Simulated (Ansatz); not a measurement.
## Al₂H₆OSi, SMILES [OH][AlH][SiH2][AlH2]: an atomisation energy, step by step

With the Python package of Ansatz (0.2.0).

Typed at the interpreter:
```pycon
>>> from collections import Counter
>>> import ansatz
>>> def energy(molecule, charge=0, unpaired=0):
...     calc = (
...         molecule.calculation()
...         .basis(gaussian="cc-pVTZ")
...         .functional("hf")
...     )
...     if charge:
...         calc = calc.charge(charge)
...     if unpaired:
...         calc = calc.spin("collinear", total=unpaired)
...     return calc.run().report["free_energy_ev"]
...
>>> GEOMETRY = """
... O    -2.61070    0.75900    1.30810
... Al   -1.64660    0.32740   -0.15630
... Si    0.62670    0.84310   -0.21090
... Al    1.96310   -1.15510   -0.36190
... H    -2.58930    0.02120    1.89050
... H    -2.31030   -0.43140   -1.38140
... H     1.05420    1.54740    1.04440
... H     0.99320    1.71290   -1.36350
... H     2.85890   -1.39490   -1.56370
... H     1.74380   -2.28070    0.79750
... """
>>> molecule = ansatz.Crystal.molecule()
>>> for line in GEOMETRY.strip().splitlines():
...     symbol, *xyz = line.split()
...     molecule = molecule.atom(symbol, [float(v) for v in xyz])
...
>>> # unpaired electrons of the ground-state atoms
>>> unpaired = {"O": 2, "Al": 1, "Si": 2, "H": 1}
>>> counts = Counter(site.symbol for site in molecule.cartesian_sites)
>>> atom_energy = {s: energy(ansatz.Crystal.molecule().atom(s, (0, 0, 0)), 0, unpaired[s]) for s in counts}
>>> whole = energy(molecule, 0, 0)
>>> for s, e in atom_energy.items():
...     print(f"{s:2s} x{counts[s]}  {e:14.5f} eV")
...
O  x1     -2035.73160 eV
Al x2     -6581.86397 eV
Si x1     -7860.18382 eV
H  x6       -13.60052 eV
>>> print(f"Al2H6OSi: {whole:.5f} eV")
Al2H6OSi: -23162.38918 eV
>>> split = sum(counts[s] * e for s, e in atom_energy.items()) - whole
>>> print(f"atomisation energy (no zero-point term): {23.060548 * split:.1f} kcal/mol, {split / sum(counts.values()):.3f} eV an atom")
atomisation energy (no zero-point term): 487.6 kcal/mol, 2.114 eV an atom
```

487.6 kcal/mol from the electronic energies, without the zero-point term.

Reading the output:
- Total energies depend on the basis set; only differences at equal settings carry meaning.
- The geometry is a force-field or estimated start, not a minimum of this method, and the basis set is short of its limit. All parts are taken at fixed geometry, without zero-point energy.
- Hartree-Fock leaves correlation out, so bond, atomisation and ionisation energies come out well too low.
- For Al to Cl the sets with a tight d function, cc-pV(X+d)Z, are usual.
- Finished in 5.8 s on 1 thread of Arm Neoverse V1, with other jobs on the host, peak memory 0.45 GiB.
